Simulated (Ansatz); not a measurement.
# CH₃NOSSi: how energies converge with the basis set

An exercise on one series of results from a longer session: the logs are not shown, and one member is left open.

The runs use Ansatz 0.2.0, Gaussian basis; one geometry, several basis sets.

Levels to be run: PBE0-D4/def2-SVP; ωB97M-V/def2-SVP; PBE0-D4/def2-QZVPP; ωB97M-V/def2-QZVPP; the functionals' def2-TZVPP values are taken from earlier runs.

## Structure used throughout

The geometry comes from an earlier relaxation with PBE0-D4 in a triple-zeta def2 set; it is a stationary point, not always the lowest conformer.

SMILES `OC1=N[SiH2]S1`, 8 atoms, charge 0, spin multiplicity 1.

Atoms are counted from 1 here; the program's logs count them from 0.

Bond lengths: O1–C2 1.324 Å, O1–H6 0.969 Å, C2–N3 1.281 Å, C2–S5 1.785 Å, N3–Si4 1.744 Å, Si4–S5 2.170 Å, Si4–H7 1.480 Å, Si4–H8 1.480 Å. Angles: C2–O1–H6 106.5°, O1–C2–N3 126.0°, O1–C2–S5 117.2°, N3–C2–S5 116.8°, C2–N3–Si4 92.6°, N3–Si4–S5 83.4°, N3–Si4–H7 115.7°, N3–Si4–H8 115.7°, S5–Si4–H7 114.3°, S5–Si4–H8 114.3°, H7–Si4–H8 110.9°, C2–S5–Si4 67.1°.

Coordinates:

```tsv
atom	x (Å)	y (Å)	z (Å)
O1	0.38838	2.03938	0.68785
C2	0.16162	0.82474	0.21147
N3	0.01711	-0.24131	0.90675
Si4	-0.21795	-1.22930	-0.51161
S5	0.04576	0.65198	-1.56115
H6	0.42161	1.95550	1.65274
H7	0.83916	-2.23033	-0.77974
H8	-1.56358	-1.82776	-0.66192
```

Set-up of the first run:

The input, in.yaml:

```yaml
crystal:
  periodic: [false, false, false]
  atoms:
    - {symbol: O, position_ang: [0.388378, 2.039385, 0.687855]}
    - {symbol: C, position_ang: [0.161616, 0.824736, 0.211475]}
    - {symbol: N, position_ang: [0.017114, -0.241313, 0.906749]}
    - {symbol: Si, position_ang: [-0.217953, -1.229295, -0.511606]}
    - {symbol: S, position_ang: [0.045759, 0.651982, -1.561148]}
    - {symbol: H, position_ang: [0.421606, 1.955501, 1.652744]}
    - {symbol: H, position_ang: [0.839159, -2.230334, -0.779744]}
    - {symbol: H, position_ang: [-1.563578, -1.827761, -0.661925]}
basis:
  gaussian: {orbitals: def2-SVP}
hamiltonian: {xc: pbe0, dispersion: d4}
output: {orbitals: {seedname: orbitals}}
```

Launch:

```
> ansatz run in.yaml --threads 2 --pin off --events-out ev --progress --plain --max-ram 4352MiB
```

Among the steps run: PBE0-D4 in def2-SVP; ωB97M-V in def2-SVP; PBE0-D4 in def2-QZVPP; ωB97M-V in def2-QZVPP.

One table of the session follows, with a row left open; its other results are not shown here.

```
functional       basis  HOMO (eV)  LUMO (eV)
   PBE0-D4    def2-SVP      -7.34      -0.16
   PBE0-D4  def2-TZVPP      -7.45      -0.46
   PBE0-D4  def2-QZVPP      -7.48      -0.56
   ωB97M-V    def2-SVP      -9.46       1.85
   ωB97M-V  def2-TZVPP          ?          ?
   ωB97M-V  def2-QZVPP      -9.65       1.07
```

Q: Estimate the row for ωB97M-V, def2-TZVPP from the others.

**Answer.** HOMO (eV): -9.61; LUMO (eV): 1.34. In the column «HOMO (eV)» it lies between ωB97M-V, def2-QZVPP (-9.65) and ωB97M-V, def2-SVP (-9.46).
